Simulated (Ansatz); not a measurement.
# C2H6In radical: shape, modes and thermochemistry

The task is to find a stationary geometry of C2H6In radical, check the end point by its vibrations and derive ideal-gas thermochemistry, and look at its orbitals and charge.

Computed with Ansatz 0.2.0, Gaussian basis. Level: UKS PBE0-D4/def2-TZVP.

Plan: relaxation at PBE-D4/def2-SVP; relaxation at PBE0-D4/def2-TZVP; harmonic vibrations at the same level; a single point in def2-TZVPP for the fields.

## Step 1: The system as given

SMILES `[CH2][InH][CH3]`, 9 atoms, charge 0, spin multiplicity 2.

Atoms are counted from 1 here; the program's logs count them from 0.

Bond lengths: C1–In2 1.848 Å, C1–H4 1.051 Å, C1–H5 1.157 Å, In2–C3 1.910 Å, In2–H6 0.752 Å, C3–H7 1.059 Å, C3–H8 1.083 Å, C3–H9 1.175 Å. Angles: In2–C1–H4 100.2°, In2–C1–H5 96.3°, H4–C1–H5 111.4°, C1–In2–C3 118.0°, C1–In2–H6 125.4°, C3–In2–H6 116.0°, In2–C3–H7 98.9°, In2–C3–H8 99.7°, In2–C3–H9 126.1°, H7–C3–H8 114.9°, H7–C3–H9 108.3°, H8–C3–H9 109.0°.

Coordinates:

```xyz
9
C2H6In
C    -0.11100    0.31550   -1.89220
In    0.76500    0.48270   -0.27380
C    -0.03710   -0.31170    1.26740
H    -0.24110   -0.72710   -1.92740
H    -1.08280    0.85150   -1.56640
H     1.46080    0.75230   -0.18100
H    -0.93230    0.25390    1.29600
H    -0.15080   -1.32760    0.91030
H     0.41780   -0.33580    2.35010
```

The start is a force-field geometry with small random shifts, so a cheaper pass at PBE-D4/def2-SVP comes first. In takes the def2 core potential; no spin-orbit term is included.

## Step 2: Relaxation at PBE-D4/def2-SVP (cheap first pass)

Contents of in.yaml:

```yaml
crystal:
  periodic: [false, false, false]
  atoms:
    - {symbol: C, position_ang: [-0.111000, 0.315500, -1.892200]}
    - {symbol: In, position_ang: [0.765000, 0.482700, -0.273800]}
    - {symbol: C, position_ang: [-0.037100, -0.311700, 1.267400]}
    - {symbol: H, position_ang: [-0.241100, -0.727100, -1.927400]}
    - {symbol: H, position_ang: [-1.082800, 0.851500, -1.566400]}
    - {symbol: H, position_ang: [1.460800, 0.752300, -0.181000]}
    - {symbol: H, position_ang: [-0.932300, 0.253900, 1.296000]}
    - {symbol: H, position_ang: [-0.150800, -1.327600, 0.910300]}
    - {symbol: H, position_ang: [0.417800, -0.335800, 2.350100]}
basis:
  gaussian: {orbitals: def2-SVP}
magnetization: {spin_polarized: true, initial_magnetization: 1}
hamiltonian: {xc: pbe, dispersion: d4}
relax: {f_tol: 0.03, max_steps: 200}
```

Command:

```bash
$ ansatz run in.yaml --threads 4 --pin off --events-out ev --progress --plain --max-ram 10444MiB
```

The log of the run (excerpt; [...] marks lines left out):

```text
Functional definition: PBE
  name "PBE"
  cite "Perdew, Burke & Ernzerhof, Phys. Rev. Lett. 77, 3865 (1996) doi:10.1103/PhysRevLett.77.3865"
  parent pbe
[...]
980 factors; their error is unknown
[...]
mean field -7301.08121225 eV, -268.3097856995 hartree, gradient 2.7e-5 eV, S^2 0.754065; 1 other end points of the search recorded, 0 dependent functions left out
[...]
reference -7301.08125401 eV, -268.3097872341 hartree; 20, 19 occupied and 64, 65 virtual orbitals, 980 factors
relax step   1: F+E_penalty+E_count = -7301.25509638 eV  Δ(F+E_penalty+E_count) = +0.000e0 eV  max|allowed force component| = 1.485e2 eV/Å  Δτ_max = 0.0000 Å  (46 SCF iters, accepted)
[...]
relax step   5: F+E_penalty+E_count = -7336.93656759 eV  Δ(F+E_penalty+E_count) = -1.439e0 eV  max|allowed force component| = 3.340e0 eV/Å  Δτ_max = 0.1946 Å  (30 SCF iters, accepted)
[...]
relax step   9: F+E_penalty+E_count = -7338.14375410 eV  Δ(F+E_penalty+E_count) = -2.957e-2 eV  max|allowed force component| = 6.970e-1 eV/Å  Δτ_max = 0.1940 Å  (29 SCF iters, accepted)
[...]
relax step  13: F+E_penalty+E_count = -7338.26974403 eV  Δ(F+E_penalty+E_count) = -2.749e-2 eV  max|allowed force component| = 1.571e-1 eV/Å  Δτ_max = 0.2000 Å  (30 SCF iters, accepted)
[...]
relax step  17: F+E_penalty+E_count = -7338.29681464 eV  Δ(F+E_penalty+E_count) = -2.810e-3 eV  max|allowed force component| = 1.298e-1 eV/Å  Δτ_max = 0.0957 Å  (29 SCF iters, accepted)
[...]
relax step  18: F+E_penalty+E_count = -7338.29791748 eV  Δ(F+E_penalty+E_count) = -1.103e-3 eV  max|allowed force component| = 1.366e-1 eV/Å  Δτ_max = 0.0787 Å  (29 SCF iters, accepted)
[...]
relax step  19: F+E_penalty+E_count = -7338.29867329 eV  Δ(F+E_penalty+E_count) = -7.558e-4 eV  max|allowed force component| = 1.107e-2 eV/Å  Δτ_max = 0.0359 Å  (29 SCF iters, accepted)
980 factors; their error is unknown
[...]
mean field -7338.16615931 eV, -269.6726323669 hartree, gradient 1.5e-5 eV, S^2 0.753682; 1 other end points of the search recorded, 0 dependent functions left out
[...]
reference -7338.16620645 eV, -269.6726340995 hartree; 20, 19 occupied and 64, 65 virtual orbitals, 980 factors
Total energy: -7338.29872044 eV, -269.6775038986 hartree
Atom 0 at    -0.413629     0.264199    -2.009173 Å, force    -0.008680     0.009462    -0.000462 eV/Å
Atom 1 at     0.781800     0.215120    -0.219311 Å, force     0.011068    -0.010529     0.005615 eV/Å
Atom 2 at    -0.183005    -0.339048     1.657722 Å, force    -0.005530     0.003542    -0.003855 eV/Å
Atom 3 at    -0.010110     0.523901    -3.005796 Å, force     0.001798    -0.002568    -0.003735 eV/Å
Atom 4 at    -1.496917     0.039020    -2.022172 Å, force     0.001230    -0.001709    -0.000461 eV/Å
Atom 5 at     2.482431     0.601525    -0.360570 Å, force    -0.000657     0.002858    -0.000764 eV/Å
Atom 6 at    -1.201556     0.093258     1.708545 Å, force    -0.000925    -0.002113     0.003301 eV/Å
Atom 7 at    -0.276700    -1.443598     1.702617 Å, force     0.002178     0.000773     0.001748 eV/Å
Atom 8 at     0.406185    -0.000678     2.531137 Å, force    -0.000481     0.000286    -0.001388 eV/Å
Dipole moment:    -0.140693    -0.033697     0.009334 e Å
```

Wall time 23 s (4 threads of Arm Neoverse V1, shared host).

Step by step: (the energy doesn't fall at every step)

| step | energy from step 1 (eV) | largest force component (eV/Å) |
| --- | --- | --- |
| 1 | 0.0000 | 148.4898 |
| 2 | -26.1573 | 30.1367 |
| 3 | -31.4518 | 16.7187 |
| 4 | -34.2427 | 7.9214 |
| 5 | -35.6815 | 3.3397 |
| 6 | -36.4584 | 1.0708 |
| 7 | -36.7852 | 1.1556 |
| 8 | -36.8591 | 0.3349 |
| 9 | -36.8887 | 0.6970 |
| 10 | -36.9263 | 0.4044 |
| 11 | -36.9567 | 0.2712 |
| 12 | -36.9872 | 0.1873 |
| 13 | -37.0146 | 0.1571 |
| 14 | -37.0331 | 0.0738 |
| 15 | -37.0197 | 0.3829 |
| 16 | -37.0389 | 0.0292 |
| 17 | -37.0417 | 0.1298 |
| 18 | -37.0428 | 0.1366 |
| 19 | -37.0436 | 0.0111 |

The force was under the threshold of 0.03 eV/Å already at step 16, but the program went on to step 19.

Close pairs (by a distance rule), those that changed most:

```
  bond  before (Å)  after (Å)  change (Å)
In2–H6       0.752      1.750      +0.998
C1–In2       1.848      2.153      +0.305
In2–C3       1.910      2.182      +0.272
 C3–H9       1.175      1.107      -0.068
 C1–H4       1.051      1.106      +0.055
 C1–H5       1.157      1.107      -0.050
 C3–H7       1.059      1.108      +0.048
 C3–H8       1.083      1.109      +0.027
```

## Step 3: Optimising with PBE0-D4/def2-TZVP

Contents of in.yaml:

```yaml
crystal:
  periodic: [false, false, false]
  atoms:
    - {symbol: C, position_ang: [-0.413629, 0.264199, -2.009173]}
    - {symbol: In, position_ang: [0.781800, 0.215120, -0.219311]}
    - {symbol: C, position_ang: [-0.183005, -0.339048, 1.657722]}
    - {symbol: H, position_ang: [-0.010110, 0.523901, -3.005796]}
    - {symbol: H, position_ang: [-1.496917, 0.039020, -2.022172]}
    - {symbol: H, position_ang: [2.482431, 0.601525, -0.360570]}
    - {symbol: H, position_ang: [-1.201556, 0.093258, 1.708545]}
    - {symbol: H, position_ang: [-0.276700, -1.443598, 1.702617]}
    - {symbol: H, position_ang: [0.406185, -0.000678, 2.531137]}
basis:
  gaussian: {orbitals: def2-TZVP}
magnetization: {spin_polarized: true, initial_magnetization: 1}
hamiltonian: {xc: pbe0, dispersion: d4}
relax: {f_tol: 0.005, max_steps: 150}
```

Same command.

The log of the run (excerpt; [...] marks lines left out):

```text
Functional definition: PBE0
  name "PBE0"
  cite "Adamo & Barone, J. Chem. Phys. 110, 6158 (1999) doi:10.1063/1.478522"
  cite "Perdew, Burke & Ernzerhof, Phys. Rev. Lett. 77, 3865 (1996) doi:10.1103/PhysRevLett.77.3865"
  parent pbe
[...]
1105 factors; their error is unknown
[...]
mean field -7341.37963993 eV, -269.7907256015 hartree, gradient 1.5e-5 eV, S^2 0.755077; 0 other end points of the search recorded, 0 dependent functions left out
[...]
reference -7341.37968053 eV, -269.7907270937 hartree; 20, 19 occupied and 128, 129 virtual orbitals, 1105 factors
relax step   1: F+E_penalty+E_count = -7341.49206360 eV  Δ(F+E_penalty+E_count) = +0.000e0 eV  max|allowed force component| = 5.870e-1 eV/Å  Δτ_max = 0.0000 Å  (33 SCF iters, accepted)
[...]
Total energy: -7341.53044554 eV, -269.7962676055 hartree
Atom 0 at    -0.410127     0.262184    -1.984582 Å, force     0.000755     0.001023    -0.001511 eV/Å
Atom 1 at     0.772620     0.211338    -0.219537 Å, force    -0.001341    -0.002612     0.000111 eV/Å
Atom 2 at    -0.179138    -0.334483     1.632743 Å, force     0.000371     0.000883     0.003061 eV/Å
Atom 3 at    -0.014868     0.514139    -2.966207 Å, force     0.001148     0.000736    -0.001440 eV/Å
Atom 4 at    -1.474881     0.038080    -1.997763 Å, force    -0.001150    -0.000225     0.001536 eV/Å
Atom 5 at     2.452411     0.596123    -0.347883 Å, force    -0.001348     0.000003     0.000539 eV/Å
Atom 6 at    -1.181989     0.091887     1.688924 Å, force    -0.000150     0.004290    -0.000637 eV/Å
Atom 7 at    -0.276378    -1.421911     1.682903 Å, force     0.003843    -0.004491    -0.000512 eV/Å
Atom 8 at     0.400848    -0.003658     2.494399 Å, force    -0.002128     0.000393    -0.001148 eV/Å
Dipole moment:    -0.114871    -0.030338     0.018561 e Å
```

Run time: 16 s. Hardware: 4 threads of Arm Neoverse V1, shared host.

Step by step: (the energy doesn't fall at every step)

```
step  energy from step 1 (eV)  largest force component (eV/Å)
   1                   0.0000                          0.5870
   2                  -0.0345                          0.2306
   3                  -0.0322                          0.1993
   4                  -0.0382                          0.0596
   5                  -0.0383                          0.0045
```

Distances of close pairs at the start and the end, largest changes first:

```csv
bond,before (Å),after (Å),change (Å)
In2–C3,2.182,2.153,-0.029
C1–In2,2.153,2.125,-0.028
In2–H6,1.750,1.728,-0.022
C1–H5,1.107,1.088,-0.018
C1–H4,1.106,1.088,-0.018
C3–H8,1.109,1.093,-0.017
C3–H7,1.108,1.091,-0.016
C3–H9,1.107,1.090,-0.016
```

Mulliken charges of the relaxed molecule (report file):

| atom | value (e) |
| --- | --- |
| C1 | -0.61 |
| In2 | 0.70 |
| C3 | -0.69 |
| H4 | 0.15 |
| H5 | 0.14 |
| H6 | -0.12 |
| H7 | 0.14 |
| H8 | 0.14 |
| H9 | 0.15 |

## Step 4: Force constants and modes

Contents of in.yaml:

```yaml
crystal:
  periodic: [false, false, false]
  atoms:
    - {symbol: C, position_ang: [-0.410127, 0.262184, -1.984582]}
    - {symbol: In, position_ang: [0.772620, 0.211338, -0.219537]}
    - {symbol: C, position_ang: [-0.179138, -0.334483, 1.632743]}
    - {symbol: H, position_ang: [-0.014868, 0.514139, -2.966207]}
    - {symbol: H, position_ang: [-1.474881, 0.038080, -1.997763]}
    - {symbol: H, position_ang: [2.452411, 0.596123, -0.347883]}
    - {symbol: H, position_ang: [-1.181989, 0.091887, 1.688924]}
    - {symbol: H, position_ang: [-0.276378, -1.421911, 1.682903]}
    - {symbol: H, position_ang: [0.400848, -0.003658, 2.494399]}
basis:
  gaussian: {orbitals: def2-TZVP}
magnetization: {spin_polarized: true, initial_magnetization: 1}
hamiltonian: {xc: pbe0, dispersion: d4}
phonons: {temperatures: {t_min: 298.15, t_max: 900, t_step: 200}}
```

Launched as before.

The log of the run (excerpt; [...] marks lines left out):

```text
Functional definition: PBE0
  name "PBE0"
  cite "Adamo & Barone, J. Chem. Phys. 110, 6158 (1999) doi:10.1063/1.478522"
  cite "Perdew, Burke & Ernzerhof, Phys. Rev. Lett. 77, 3865 (1996) doi:10.1103/PhysRevLett.77.3865"
  parent pbe
[...]
1105 factors; their error is unknown
[...]
mean field -7341.41690579 eV, -269.7920950966 hartree, gradient 2.6e-5 eV, S^2 0.754816; 0 other end points of the search recorded, 0 dependent functions left out
[...]
reference -7341.41694612 eV, -269.7920965788 hartree; 20, 19 occupied and 128, 129 virtual orbitals, 1105 factors
[...]
1105 factors; their error is unknown
mean field -7341.41675835 eV, -269.7920896784 hartree, gradient 1.4e-6 eV, S^2 0.754814; 0 other end points of the search recorded, 0 dependent functions left out
[...]
reference -7341.41679868 eV, -269.7920911605 hartree; 20, 19 occupied and 128, 129 virtual orbitals, 1105 factors
[...]
1105 factors; their error is unknown
[...]
WARN: phonons: modes at or below zero, which the zero-point energy, F, S and C_V leave out: 1, the lowest at -26.43 cm⁻¹. A minimum has none, and a first-order saddle one
[...]
Atom 0 at    -0.410127     0.262184    -1.984582 Å, force     0.000737     0.001015    -0.001502 eV/Å
Atom 1 at     0.772620     0.211338    -0.219537 Å, force    -0.001335    -0.002610     0.000106 eV/Å
Atom 2 at    -0.179138    -0.334483     1.632743 Å, force     0.000387     0.000851     0.003054 eV/Å
Atom 3 at    -0.014868     0.514139    -2.966207 Å, force     0.001152     0.000741    -0.001446 eV/Å
Atom 4 at    -1.474881     0.038080    -1.997763 Å, force    -0.001135    -0.000222     0.001536 eV/Å
Atom 5 at     2.452411     0.596123    -0.347883 Å, force    -0.001355     0.000001     0.000540 eV/Å
Atom 6 at    -1.181989     0.091887     1.688924 Å, force    -0.000166     0.004297    -0.000634 eV/Å
Atom 7 at    -0.276378    -1.421911     1.682903 Å, force     0.003844    -0.004469    -0.000512 eV/Å
Atom 8 at     0.400848    -0.003658     2.494399 Å, force    -0.002129     0.000396    -0.001144 eV/Å
Dipole moment:    -0.114871    -0.030338     0.018562 e Å
Vibrations: -26.43 119.54 174.12 355.87 444.32 510.01 556.29 572.33 660.22 676.27 731.23 1194.25 1370.76 1448.44 1451.84 1798.07 3055.56 3114.97 3137.83 3159.12 3214.85 cm⁻¹, zero-point energy 1.720027 eV
```

Run time: 87 s. Hardware: 4 threads of Arm Neoverse V1, shared host.

Motions are named by where the mode's potential energy lies. The modes, unscaled (a negative number is an imaginary wavenumber):

```
mode  cm⁻¹                          motion
   1   -26                         torsion
   2   120                            bend
   3   174                         torsion
   4   356                         torsion
   5   444                            bend
   6   510                    In–C stretch
   7   556                    In–C stretch
   8   572  torsion with out-of-plane bend
   9   660                            bend
  10   676                            bend
  11   731                            bend
  12  1194                            bend
  13  1371                            bend
  14  1448                            bend
  15  1452                            bend
  16  1798                    In–H stretch
  17  3056                     C–H stretch
  18  3115                     C–H stretch
  19  3138                     C–H stretch
  20  3159                     C–H stretch
  21  3215                     C–H stretch
```

No thermochemistry is derived: a mode is imaginary or nearly free.

## Step 5: A single point for the fields

Changes to in.yaml since step 4:

```diff
@@ -13,5 +13,5 @@
 basis:
-  gaussian: {orbitals: def2-TZVP}
+  gaussian: {orbitals: def2-TZVPP}
 magnetization: {spin_polarized: true, initial_magnetization: 1}
 hamiltonian: {xc: pbe0, dispersion: d4}
-phonons: {temperatures: {t_min: 298.15, t_max: 900, t_step: 200}}
+output: {orbitals: {seedname: orbitals}}
```

The command is unchanged.

The log of the run:

```text
Functional definition: PBE0
  name "PBE0"
  cite "Adamo & Barone, J. Chem. Phys. 110, 6158 (1999) doi:10.1063/1.478522"
  cite "Perdew, Burke & Ernzerhof, Phys. Rev. Lett. 77, 3865 (1996) doi:10.1103/PhysRevLett.77.3865"
  parent pbe
  parameter a = 0.25
  parameter kappa = 0.804
  parameter beta = 0.06672455060314922
  exchange = (1 - a)*pbe_x(kappa = kappa, mu = beta*pi^2/3) + a*exact_x
  correlation = pbe_c(beta = beta)
1195 factors; their error is unknown
mean field evaluation 1: about -7331.7504 eV, gradient 4.5e1 eV
mean field evaluation 2: about -7325.1166 eV, gradient 5.3e1 eV
mean field evaluation 4: about -7341.4148 eV, gradient 1.8e0 eV
mean field evaluation 8: about -7341.4292 eV, gradient 5.0e-2 eV
mean field evaluation 16: about -7341.4674 eV, gradient 2.1e-4 eV
mean field -7341.46744553 eV, -269.7939523979 hartree, gradient 3.1e-5 eV, S^2 0.754836; 0 other end points of the search recorded, 0 dependent functions left out
reference -7341.46748625 eV, -269.7939538943 hartree; 20, 19 occupied and 176, 177 virtual orbitals, 1195 factors
Total energy: -7341.58098574 eV, -269.7981249234 hartree
```

Wall time 3.1 s (4 threads of Arm Neoverse V1, shared host); peak memory 0.5 GiB.

The fields below are evaluated on a grid from the run's orbitals.

Frontier orbitals at PBE0-D4/def2-TZVPP (alpha spin), with the share of their density that lies nearest to each atom:

```csv
orbital,energy (eV),lies on
HOMO,-6.83,"C1 70 %; H4, H5 about 11 % each; In2 7 %"
LUMO,-0.92,In2 50 %; H6 21 %; C1 9 %
```

ELF in a plane through or near 6 of the atoms.

Ten even steps from '0' (0.00) to '9' (1.00):
```
0000000000000000000000000000
0000000000000000000000000000
0000000000147752000000000000
0000000004999999410000000000
0000000018999999620000000000
0000000006999999410000000000
0000000001566544200000000000
0000022101225652222476200000
0001588634227072456999600000
0005899977625753866999610000
0004799935772226624665200000
0000234677752114677531000000
0000003899840002677520000000
0000004899850001455310000000
0000001688520000011000000000
0000000122000000000000000000
0000000000000000000000000000
0000000000000000000000000000
0000000000000000000000000000
0000000000000000000000000000
```
The map spans 11.2 Å across and 10.2 Å up, centred on the molecule. Atoms in the plane (x, y in Å): C1 (-2.0, -0.4), In2 (-0.2, 0.8), C3 (1.7, -0.2), H4 (-3.0, 0.1), H5 (-2.0, -1.5), H6 (-0.4, 2.5).

log10 of the density (e/Å³) in the same plane.

Ten even steps from '0' (-4.0) to '9' (1.2):
```
0000000000000000000000000000
0000000000112211000000000000
0000000011233332210000000000
0000000123445544321000000000
0000000123556765432100000000
0000001234567765432210000000
0000112234567766543332100000
0002234445678987655554321000
0012345566679997666665421000
0023467777779987778776432000
0023467899776667789765422000
0013356788765556777764321000
0012345678664445666654311000
0001234566553334455443210000
0000123444432112333321000000
0000012233221001112110000000
0000000011000000000000000000
0000000000000000000000000000
0000000000000000000000000000
0000000000000000000000000000
```
The map spans 11.2 Å across and 10.2 Å up, centred on the molecule. Atoms in the plane (x, y in Å): C1 (-2.0, -0.4), In2 (-0.2, 0.8), C3 (1.7, -0.2), H4 (-3.0, 0.1), H5 (-2.0, -1.5), H6 (-0.4, 2.5).

On the surface of density 0.002 e/bohr³ the electrostatic potential runs, from the 1st to the 99th percentile, from -0.53 to 2.41 V.

The spin density lies nearest to C1 70 %; H4, H5 about 11 % each; In2 7 %.

## Step 6: What came out

```
                  quantity            value
               point group               C1
                     steps           19 + 5
shift from the start (rms)          0.818 Å
              total energy    -7341.5304 eV
           dispersion term         -113 meV
             dipole moment           0.58 D
lowest, highest wavenumber   -26, 3215 cm⁻¹
   HOMO, LUMO (alpha spin)  -6.83, -0.92 eV
```

What this shows: The relaxed geometry lies 0.82 Å (rms) from the start; the bond that changed most is In2–H6, from 0.752 to 1.728 Å. One or more small negative wavenumbers (down to -26 cm⁻¹) point to a very flat motion, so a minimum isn't proven. The stiffest mode, 3215 cm⁻¹, is a C–H stretch. Harmonic hybrid wavenumbers usually lie a few per cent above measured fundamentals. The largest Mulliken charge, +0.70 e, sits on In2. The alpha HOMO lies mostly on C1 70 %; H4, H5 about 11 % each and the LUMO on In2 50 %; H6 21 %. The unpaired spin sits mainly on C1 70 %; H4, H5 about 11 % each.
